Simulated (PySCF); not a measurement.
# C6H9NO: circular dichroism and optical rotation

Wanted: circular dichroism and optical rotation for C6H9NO (`COC[C@H]1C[C@@H]1C#N`).

Computed with PySCF 2.14.0 and routines of our own; the level stands in each step. Atoms count from 0.

### Step 1. The starting structure

17 atoms, charge 0, multiplicity 1; geometry from: GFN2-xTB.

### Step 2. Circular dichroism and optical rotation: TDDFT LC-wPBE/aug-cc-pVDZ

The job: settings as JSON, then the geometry in Å.

```
{"job": {"kind": "ecd", "xc": "LC-wPBE", "basis": "aug-cc-pVDZ", "nstates": 12}, "charge": 0, "multiplicity": 1}
C     -2.187748     1.017277     0.047104
O     -1.469848     0.333952    -0.952023
C     -0.812341    -0.829289    -0.506003
C      0.330278    -0.556667     0.452900
C      1.666590    -1.185394     0.232954
C      1.484799     0.284803    -0.051684
C      2.061506     1.232375     0.832362
N      2.511992     1.989806     1.563619
H     -2.884846     0.344458     0.561597
H     -1.523391     1.478060     0.786139
H     -2.747743     1.799294    -0.461645
H     -1.532152    -1.513347    -0.028340
H     -0.433515    -1.299887    -1.417383
H      0.032112    -0.389620     1.481601
H      2.251067    -1.461796     1.097995
H      1.797805    -1.840409    -0.615445
H      1.448437     0.608417    -1.085273
```

With the program's defaults for keys left out, this is: TDDFT LC-wPBE/aug-cc-pVDZ circular dichroism and optical rotation, one conformer, gas phase.

The run is started by

```console
> OMP_NUM_THREADS=1 python excited_run.py task.json out
```

One launch serves the whole session: the jobs run in the order shown.

What it wrote:

```text
coarse grid: 14248 points
cycle   1  E = -363.6263679471  dE =  1.685e+00  |g| = 7.500e-01  |ddm| = 1.332e+01
cycle   2  E = -363.5793705291  dE =  4.700e-02  |g| = 9.636e-01  |ddm| = 2.929e+00
cycle   3  E = -363.7587911543  dE = -1.794e-01  |g| = 7.983e-02  |ddm| = 2.103e+00
cycle   4  E = -363.7597042485  dE = -9.131e-04  |g| = 6.497e-02  |ddm| = 2.885e-01
cycle   5  E = -363.7605237914  dE = -8.195e-04  |g| = 9.882e-03  |ddm| = 1.746e-01
cycle   6  E = -363.7605504626  dE = -2.667e-05  |g| = 2.643e-03  |ddm| = 3.737e-02
cycle   7  E = -363.7605526816  dE = -2.219e-06  |g| = 6.442e-04  |ddm| = 1.245e-02
final grid: 137800 points
cycle   8  E = -363.7729059346  dE = -6.095e-05  |g| = 5.623e-03  |ddm| = 3.676e-01
cycle   9  E = -363.7729095888  dE = -3.654e-06  |g| = 4.691e-03  |ddm| = 5.419e-02
cycle  10  E = -363.7729139151  dE = -4.326e-06  |g| = 7.591e-04  |ddm| = 1.038e-02
cycle  11  E = -363.7729140332  dE = -1.180e-07  |g| = 2.733e-04  |ddm| = 2.615e-03
cycle  12  E = -363.7729140694  dE = -3.624e-08  |g| = 6.427e-05  |ddm| = 1.635e-03
cycle  13  E = -363.7729140704  dE = -9.923e-10  |g| = 2.646e-05  |ddm| = 2.507e-04
converged SCF energy = -363.7729140704

Singlet excitations and rotatory strengths (1e-40 esu^2 cm^2)
state   eV       nm     f(len)   f(vel)    R(len)    R(vel)   main configurations
  1   7.4301   166.9  0.01429  0.01374     5.630     5.651   H->L 0.40, H->L+2 0.19
  2   7.4591   166.2  0.00091  0.00089    -0.938    -0.957   H-1->L+13 0.29, H-1->L+12 0.09
  3   7.9172   156.6  0.03520  0.03575    20.980    21.107   H->L+1 0.50, H->L+2 0.15
  4   7.9706   155.6  0.06231  0.06060    -4.896    -4.807   H-1->L+11 0.20, H-1->L+10 0.10, H-2->L+13 0.09
  5   8.1634   151.9  0.01232  0.01192   -12.158   -12.021   H-2->L+11 0.17
  6   8.2056   151.1  0.00883  0.00878   -20.392   -20.373   H->L+3 0.30, H->L+2 0.21, H->L 0.08
  7   8.3462   148.6  0.01379  0.01367    -7.320    -7.232   H->L 0.17, H->L+3 0.13
  8   8.4439   146.8  0.00552  0.00573    -1.917    -1.926   H-1->L 0.25, H-1->L+3 0.19
  9   8.6400   143.5  0.00417  0.00444    -7.367    -7.642   H->L+4 0.27, H->L+3 0.11, H->L+2 0.10
 10   8.6708   143.0  0.00525  0.00527    -8.351    -8.371   H-1->L+1 0.36, H-1->L+2 0.24
 11   8.8579   140.0  0.00692  0.00664     3.999     3.950   H-2->L 0.29
 12   8.9453   138.6  0.00537  0.00538     8.169     8.218   H->L+5 0.22, H->L+4 0.11

Specific rotation (deg / (dm g/mL))
    nm     length   length(OI)   velocity    alpha(len)  alpha(vel)
  633.0     -95.89     -96.23     -97.67       78.067     76.773
  589.3    -111.50    -111.90    -113.54       78.304     77.006
  546.0    -131.13    -131.60    -133.51       78.599     77.297
  436.0    -213.80    -214.60    -217.50       79.821     78.500
  405.0    -252.11    -253.07    -256.37       80.376     79.046
  365.0    -319.71    -320.96    -324.89       81.339     79.995
  355.0    -341.06    -342.41    -346.51       81.639     80.290
```

Wall time 2.6 min (1 thread of Arm Neoverse V1, shared host); peak memory 1 GiB.

Orbitals, density, ELF and potential are computed afterwards from the orbital file.

Frontier orbitals at LC-wPBE/aug-cc-pVDZ, with the share of their density that lies nearest to each atom:

| orbital | energy (eV) | lies on |
| --- | --- | --- |
| HOMO | -10.53 | O1 59 %; H9 8 %; C3 6 % |
| LUMO | 0.76 | H11, H15 about 20 % each; H8, H12, H14 about 12 % each; H13 7 % |

ELF in a plane through or near 5 of the atoms.

Ten even steps from '0' (0.00) to '9' (0.98):
```
0000000000000000000000000000
0000000010000000000000000000
0000004676310000000000000000
0000147999741000000000000000
0000248987742000000000000000
0000147725863000154100000000
0000125784562000899513310000
0000003652661000799768851000
0000000147766410165458640000
0000000146588640135265210000
0000001467764674345443100000
0000002543365892342100000000
0000001589742442461000000000
0000001799810246772000000000
0000000588500122221000000000
0000000011000000000000000000
0000000000000000000000000000
0000000000000000000000000000
0000000000000000000000000000
0000000000000000000000000000
```
The map spans 11.4 Å across and 10.6 Å up, centred on the molecule. Atoms in the plane (x, y in Å): C0 (2.3, 0.6), C2 (0.7, -1.1), C4 (-1.9, -0.8), C6 (-1.8, 1.7), N7 (-2.2, 2.7).

On the surface of density 0.002 e/bohr³ the electrostatic potential runs, from the 1st to the 99th percentile, from -1.87 V near N7 to 1.33 V near H15.

### Step 3. Results

| quantity | value |
| --- | --- |
| state of largest rotatory strength (velocity form) among 12 (step 2, TDDFT LC-wPBE/aug-cc-pVDZ) | 7.92 eV, R = +21.1 (velocity), +21.0 (length) ·10⁻⁴⁰ esu² cm² |
| specific rotation at 633.0 nm (step 2, TDDFT LC-wPBE/aug-cc-pVDZ) | -97.7 (velocity), -95.9 (length) |
| surface potential, 1st and 99th percentile | -1.87 V and 1.33 V |

Rotations belong to one conformer.
